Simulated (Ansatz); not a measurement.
# AlGaO (triplet): from Hartree-Fock to the top rungs at a displaced geometry (v1), cc-pVDZ

How much of the correlation energy of AlGaO (triplet) does each wave-function method recover here?

Computed with Ansatz 0.2.0, Gaussian basis. Level: cc-pVDZ, core rule «outside noble gas», up to 20 orbitals frozen.

To be run: UHF; CCSD(T) on ROHF; CCSD(T) on UHF; BCCD(T) on ROHF; CISD; CCSDT(Q) on ROHF; CCSDT(Q) on UHF.

35 further runs of the same task are left out: 12 for a known fault of the program, 13 that didn't finish, 10 set aside as unsound or not needed.

### Step 1. What is computed

The geometry is a PBE0/def2-TZVP stationary point (not a proven minimum) with its atoms shifted at random (size 0.040 Å). No spin-orbit coupling is included. The filled d shell of Ga may be among the frozen orbitals whatever the setting's name suggests; the logs give the count.

3 atoms, charge 0, spin multiplicity 3.

Atoms are counted from 1 here; the program's logs count them from 0.

Bond lengths: Al1–O2 1.707 Å, O2–Ga3 1.845 Å. Angles: Al1–O2–Ga3 177.2°.

As a file:

```
Al   -0.0154   -0.0090    1.7523
O    -0.0163   -0.0252    0.0455
Ga    0.0317    0.0342   -1.7978
```

### Step 2. UHF

in.yaml reads:

```yaml
crystal:
  periodic: [false, false, false]
  atoms:
    - {symbol: Al, position_ang: [-0.015433, -0.009008, 1.752340]}
    - {symbol: O, position_ang: [-0.016266, -0.025151, 0.045487]}
    - {symbol: Ga, position_ang: [0.031698, 0.034159, -1.797827]}
basis:
  gaussian: {orbitals: cc-pVDZ}
magnetization: {spin_polarized: true, initial_magnetization: 2}
hamiltonian: {xc: hf}
output: {orbitals: {seedname: orbitals}}
```

Command:

```bash
> ansatz run in.yaml --threads 1 --pin off --events-out ev --progress --plain --max-ram 2393MiB
```

After this run come: CCSD(T) on ROHF; CCSD(T) on UHF; BCCD(T) on ROHF; CISD; CCSDT(Q) on ROHF; CCSDT(Q) on UHF.

Before running them: what should the planned runs give, taken together? Wanted: UCCSDT(Q) below the RHF energy; RMP2 from UCCSDT(Q); UMP2 from UCCSDT(Q); RCCSD from UCCSDT(Q); RCCSD(T) from UCCSDT(Q); UCCSD(T) from UCCSDT(Q); RCCSDT(Q) from UCCSDT(Q); T1 diagnostic.

The runs gave:

```
                         quantity                      value
   UCCSDT(Q) below the RHF energy                 -7.6350 eV
              RMP2 from UCCSDT(Q)                 +664.1 meV
              UMP2 from UCCSDT(Q)                 +656.2 meV
             RCCSD from UCCSDT(Q)                 +316.1 meV
          RCCSD(T) from UCCSDT(Q)                  +69.6 meV
          UCCSD(T) from UCCSDT(Q)                  +69.1 meV
         RCCSDT(Q) from UCCSDT(Q)                   +9.9 meV
levels within 1 kcal/mol (43 meV)  RCCSDT, UCCSDT, RCCSDT(Q)
                    T1 diagnostic                      0.031
```

**Reading.** RCCSD(T) misses by +69.6 meV, 0.9 % of the correlation energy. These misses are within one basis, not against nature; the frozen cores of restricted and unrestricted runs differ, which can shift their rows.
